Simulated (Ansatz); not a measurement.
WS in Ansatz: the effect of functional

WS:

```
W S
1.0
     3.00789    0.00000    0.00000
     0.00000    3.00789    0.00000
     0.00000    0.00000    3.00789
W S
1 1
Direct
  0.50000 0.50000 0.50000
  0.00000 0.00000 0.00000
```

The cell was built by a generator and needn't be a form met in nature.

Alike in all runs:

| Item | Value |
| --- | --- |
| Program | Ansatz 0.2.0 |
| Task | projected density of states |
| Potentials or basis | Ansatz PAW |
| k mesh | 5 × 5 × 5 |
| Occupations | fermi-dirac, width 0.05 eV |
| Spin | no spin polarisation |

| functional | cutoff | pressure (GPa) |
| --- | --- | --- |
| LDA | 420 eV (not typed: the program's choice for these potentials) | -11.7 |
| PBEsol | 420 eV (not typed: the program's choice for these potentials) | -7.8 |
| RPBE | 420 eV (not typed: the program's choice for these potentials) | 3.4 |
| revPBE | 420 eV (not typed: the program's choice for these potentials) | 2.5 |
| BLYP | 420 eV (not typed: the program's choice for these potentials) | 14.2 |
| r2SCAN | 500 eV (not typed: the program's choice for these potentials) | -2.9 |
| HSE06 | 420 eV (not typed: the program's choice for these potentials) | -8.0 |
| PBE0 | 420 eV (not typed: the program's choice for these potentials) | -8.4 |
| r2SCAN0 | 500 eV (not typed: the program's choice for these potentials) | ? |

Problem. What does the run with functional r2SCAN0 give?

Solution. Pressure -9.9 GPa.

Caveats: all runs use coarse meshes; the PAW data sets come from PBE, with cores solved anew for the run's functional, which leaves a small shift of forces and pressure; the thresholds are loose for stress (some runs).

Runs at the PBE level aren't shown here.
